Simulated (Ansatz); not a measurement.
Working through harmonic frequencies at the relaxed geometry of C3H5B, SMILES CC1=CB1

Computed with Ansatz 0.2.0, Python API.

The cells in order, each with its output:

```python
import ansatz as az
from ase import Atoms
from ase.thermochemistry import IdealGasThermo
import numpy as np
```

```python
atoms = Atoms(['C', 'C', 'C', 'B', 'H', 'H', 'H', 'H', 'H'], positions=[
    (-0.011, 1.0164, -0.8676),
    (-0.0227, -0.1061, 0.0472),
    (0.1453, -1.483, 0.2349),
    (-0.0267, -0.6216, 1.4381),
    (-0.4003, 0.7189, -1.8976),
    (-0.7615, 1.8411, -0.4872),
    (0.9822, 1.5033, -0.9611),
    (0.433, -2.447, -0.1693),
    (-0.2497, -0.4683, 2.6456),
])
molecule = az.Crystal.molecule_from_ase(atoms)
```

```python
setup = (
    molecule.calculation()
    .basis(gaussian='6-31G*')
    .functional('pbe0')
)
symbols = [site.symbol for site in molecule.cartesian_sites]
start = np.array([site.position_ang for site in molecule.cartesian_sites], dtype=float)
data = setup.relax(force_tolerance=0.003).run().report
end = np.array(data['positions_ang'])

print('final positions (A) and the move of each atom')
for symbol, xyz, old in zip(symbols, end, start):
    print(f'{symbol:2s} {xyz[0]:10.5f} {xyz[1]:10.5f} {xyz[2]:10.5f}   {np.linalg.norm(xyz - old):7.4f}')
```

    final positions (A) and the move of each atom
    C    -0.01867    0.99345   -0.88522    0.0299
    C     0.01063   -0.06230    0.15165    0.1181
    C     0.05783   -1.41069    0.28011    0.1222
    B     0.01953   -0.62409    1.51933    0.0935
    H     0.00312    0.59308   -1.90444    0.4226
    H    -0.91845    1.60844   -0.76784    0.3969
    H     0.83393    1.66993   -0.75461    0.3040
    H     0.09433   -2.28784   -0.35853    0.4193
    H     0.00634   -0.52628    2.70255    0.2686

```python
# same settings at the minimum
minimum = az.Crystal.molecule()
for symbol, place in zip(symbols, end):
    minimum = minimum.atom(symbol, place.tolist())
vibrating = minimum.calculation().basis(gaussian='6-31G*').functional('pbe0').phonons(temperatures=(100, 500, 100))
vib = vibrating.run().report['vibrations']
sums = vib['harmonic_sums']
modes = [m['omega_inv_cm'] for m in sums['modes_at_gamma'] if m['rigid_motion'] == 'no']
print('frequencies (1/cm):', ' '.join(f'{w:.0f}' for w in modes))
print('imaginary modes:', sum(w < 0 for w in modes), ' zero-point energy:', round(sums['zero_point_energy_ev'], 4), 'eV')
# rigid rotor and ideal gas, symmetry number taken as one
gas = IdealGasThermo(vib_energies=[w / 8065.544 for w in modes if w > 0], geometry='linear' if len(modes) == 3 * len(symbols) - 5 else 'nonlinear',
                     atoms=Atoms(symbols, positions=end), symmetrynumber=1, spin=0.0)
print(f'H(298 K) - E = {gas.get_enthalpy(298.15, verbose=False):.4f} eV')
print(f'S(298 K, 1 bar) = {96485.33 * gas.get_entropy(298.15, 1e5, verbose=False):.1f} J/(mol K) with symmetry number 1')
```

    frequencies (1/cm): 75 334 364 728 768 854 926 971 1031 1062 1244 1289 1421 1505 1506 1705 2772 3068 3143 3152 3245
    imaginary modes: 0  zero-point energy: 1.932 eV
    H(298 K) - E = 2.0881 eV
    S(298 K, 1 bar) = 287.8 J/(mol K) with symmetry number 1

```python
# all hydrogen replaced by deuterium
heavier = vibrating.phonons(masses={'H': 2.014102}).run().report['vibrations']['harmonic_sums']
print('deuterated (1/cm):', ' '.join(f'{m["omega_inv_cm"]:.0f}' for m in heavier['modes_at_gamma'] if m['rigid_motion'] == 'no'))
print('zero-point energy falls by', round(sums['zero_point_energy_ev'] - heavier['zero_point_energy_ev'], 4), 'eV')
```

    deuterated (1/cm): 55 284 308 569 599 703 748 775 858 889 1068 1085 1115 1187 1249 1654 2095 2206 2325 2338 2429
    zero-point energy falls by 0.4108 eV

Notes:
- These settings explore the input space; basis and method may be short of convergence.
- The frequencies are harmonic and unscaled, in a modest basis. The result belongs to the one conformer reached from this start, and soft torsions count as harmonic oscillators.
- The entropy takes a symmetry number of 1; a symmetric molecule's is lower by R ln(sigma).
- It ran for 3.1 min on 1 thread of Intel(R) Xeon(R) Platinum 8488C (Sapphire Rapids), with other jobs on the host, peak memory 0.26 GiB.

(Lines on the test bed's own set-up are left out of the output.)
